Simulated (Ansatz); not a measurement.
# C8H20O3Si: the cost of one run

Computed with Ansatz 0.2.0, Gaussian basis. Level: the settings change from run to run.

3 further runs of the same task are left out: 3 that didn't finish. Runs told in other sessions of the task aren't counted.

### 1 The geometry

The structure was relaxed beforehand with PBE-D4/def2-SVP.

SMILES `CCCCCCCC[Si](O)(O)O`, 32 atoms, charge 0, spin multiplicity 1.

Atoms are counted from 1 here; the program's logs count them from 0.

Bond lengths: C1–C2 1.529 Å, C1–H13 1.109 Å, C1–H14 1.111 Å, C1–H15 1.111 Å, C2–C3 1.534 Å, C2–H16 1.114 Å, C2–H17 1.112 Å, C3–C4 1.534 Å, C3–H18 1.115 Å, C3–H19 1.113 Å, C4–C5 1.533 Å, C4–H20 1.114 Å, C4–H21 1.113 Å, C5–C6 1.530 Å, C5–H22 1.113 Å, C5–H23 1.115 Å, C6–C7 1.533 Å, C6–H24 1.115 Å and more. Angles: C2–C1–H13 111.9°, C2–C1–H14 111.3°, C2–C1–H15 111.4°, H13–C1–H14 107.5°, H13–C1–H15 107.5°, H14–C1–H15 107.1°, C1–C2–C3 113.2°, C1–C2–H16 109.7°, C1–C2–H17 109.3°, C3–C2–H16 108.9°, C3–C2–H17 109.8°, H16–C2–H17 105.6°, C2–C3–C4 114.9°, C2–C3–H18 109.1°, C2–C3–H19 108.6°, C4–C3–H18 109.3°, C4–C3–H19 109.0°, H18–C3–H19 105.5° and more.

### 2 revPBE/6-31++G**

Set apart from the defaults: atoms shaken by 0.08 Å, density fitting with cc-pVTZ-jkfit.

Contents of in.yaml:

```yaml
crystal:
  periodic: [false, false, false]
  atoms:
    - {symbol: C, position_ang: [-4.776582, 0.734654, -1.204873]}
    - {symbol: C, position_ang: [-3.435876, 0.379311, -1.074343]}
    - {symbol: C, position_ang: [-3.114154, -0.912188, -0.673174]}
    - {symbol: C, position_ang: [-1.516435, -1.058006, -0.637707]}
    - {symbol: C, position_ang: [-0.912532, -0.361938, 0.512862]}
    - {symbol: C, position_ang: [0.630049, -0.649759, 0.279075]}
    - {symbol: C, position_ang: [1.484123, 0.106973, 1.636628]}
    - {symbol: C, position_ang: [2.975755, -0.048046, 1.819161]}
    - {symbol: Si, position_ang: [3.936151, 0.467321, 0.116335]}
    - {symbol: O, position_ang: [5.578927, 0.075153, 0.234194]}
    - {symbol: O, position_ang: [3.823504, 2.180383, 0.445021]}
    - {symbol: O, position_ang: [3.478660, 0.148066, -1.276394]}
    - {symbol: H, position_ang: [-5.225791, 1.716295, -1.545659]}
    - {symbol: H, position_ang: [-5.436262, 0.485269, -0.337703]}
    - {symbol: H, position_ang: [-5.458066, -0.034847, -2.201902]}
    - {symbol: H, position_ang: [-2.793338, 0.753902, -2.131611]}
    - {symbol: H, position_ang: [-2.968999, 1.194097, -0.295529]}
    - {symbol: H, position_ang: [-3.492540, -1.195062, 0.172931]}
    - {symbol: H, position_ang: [-3.541793, -1.626020, -1.591751]}
    - {symbol: H, position_ang: [-0.966974, -0.991420, -1.695455]}
    - {symbol: H, position_ang: [-1.257404, -2.250906, -0.497578]}
    - {symbol: H, position_ang: [-0.917775, 0.747646, 0.136982]}
    - {symbol: H, position_ang: [-1.152285, -0.685379, 1.424043]}
    - {symbol: H, position_ang: [0.905567, -1.600845, 0.642506]}
    - {symbol: H, position_ang: [1.265611, -0.341521, -0.351071]}
    - {symbol: H, position_ang: [1.225255, 1.306482, 1.545297]}
    - {symbol: H, position_ang: [0.995744, -0.069975, 2.632186]}
    - {symbol: H, position_ang: [3.153760, -1.186851, 1.814751]}
    - {symbol: H, position_ang: [3.359600, 0.292993, 2.523770]}
    - {symbol: H, position_ang: [6.004598, 0.376423, 1.233352]}
    - {symbol: H, position_ang: [3.868447, 2.679981, -0.542329]}
    - {symbol: H, position_ang: [4.047932, -0.584172, -1.610802]}
basis:
  gaussian: {orbitals: "6-31++G**", fitting: {mean_field: cc-pVTZ-jkfit}}
hamiltonian: {xc: {name: revPBE}}
scf: {omitted_lower_state_checks: [starts]}
output: {forces: true}
```

Command:

```bash
ansatz run in.yaml --threads 4 --pin off --events-out ev --progress --plain --max-ram 6963MiB
```

Q: Estimate wall time and peak memory on 4 threads of Arm Neoverse V2, shared host.

About 9 s, with a peak of 1 GiB.
